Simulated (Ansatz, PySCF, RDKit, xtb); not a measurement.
# Solving ZnGeSiH3, step by step

Task: start from the formula ZnGeSiH3 (odd number of electrons), draw up candidate structures, narrow them down in stages, and characterise the one that lies lowest at 298.15 K.

Plan: many cheap relaxations first (GFN2-xTB), then density-functional screening, relaxation at PBE-D3(BJ)/def2-SVP, vibrations and a final energy. The numbers are computed, not measured.

6 further runs of the same task are left out: 6 set aside as unsound or not needed.

## 1. Candidates

All bonding patterns within simple valence rules are listed by program: one Lewis structure each, at most two rings and one unusual centre or charged pair. O–O, O–halogen and N–halogen bonds and N–N–N chains are not drawn. That gives 17 candidates.

c041 [SiH+]1[ZnH-][GeH]1; c116 [SiH2][Zn][GeH]; c151 [ZnH][Si]=[GeH2]; c193 [SiH3][Ge][Zn]; c254 [ZnH][SiH]=[GeH]; c317 [SiH][Zn][GeH2]; c375 [Zn][SiH]=[GeH2]; c407 [SiH2]=[GeH][Zn]; c465 [SiH]=[GeH][ZnH]; c477 [Zn][Si][GeH3]; c562 [SiH2]1[Zn][GeH]1; c578 [ZnH2-][Si+]=[GeH]; c583 [SiH]1[Zn][GeH2]1; c872 [SiH][GeH2][Zn]; c928 [SiH]=[Ge+][ZnH2-]; c984 [SiH2]=[Ge][ZnH]; c988 [Zn][SiH2][GeH].

Candidates are built by distance geometry, with a force field where one applies, in up to four conformers (letters a to d). 10 starts with atoms placed at random are added, to find patterns that the rules miss.

**Question.** With final energies at CCSD(T)/def2-SVP, which structure will this search put lowest in free energy, and by what margin?

| quantity | value |
| --- | --- |
| lowest structure found | [SiH3][Ge][Zn], doublet, Cs |
| next finalist | [SiH2]1[ZnH][Ge]1 ‡, doublet, 6.6 kcal/mol higher in G |
| share at equilibrium, among the finalists | 100.0 % |
| harmonic wavenumbers, lowest and highest (PBE-D3(BJ)/def2-SVP) | 76 and 2116 cm⁻¹ |
| rotational constants, same geometry | 0.1276, 0.06459, 0.04354 cm⁻¹ |
| dipole moment (PBE0/def2-TZVPD) | 2.92 D |
| HOMO energy (highest over α and β) (PBE0/def2-TZVPD) | -5.36 eV |
| LUMO energy (lowest over α and β) (PBE0/def2-TZVPD) | -3.05 eV |
| lowest excitation (TD-CAM-B3LYP/def2-SVPD) | 0.77 eV (f = 0.001) |
| vertical ionisation energy (to the singlet cation) | 7.12 eV |
| vertical electron affinity | 1.11 eV |
| vertical quartet less doublet | +1.81 eV |

`[SiH3][Ge][Zn]` comes out lowest. The margin of 6.6 kcal/mol over the next finalist is beyond the usual error of the last level; it says nothing of structures that weren't ranked. PBE-D3(BJ)/def2-SVP, HF/def2-SVP and MP2/def2-SVP already put its bonding pattern lowest among the structures in one piece. 9 minima inside the window were never screened. The search is not exhaustive (a finite list of starts, one conformer a finalist), so a lower isomer can't be ruled out. Patterns outside the rules of the enumeration were met only by chance.

‡ marks the bonded skeleton alone, with all bonds drawn single: no Lewis structure was assigned that passes a check against the bond lengths.
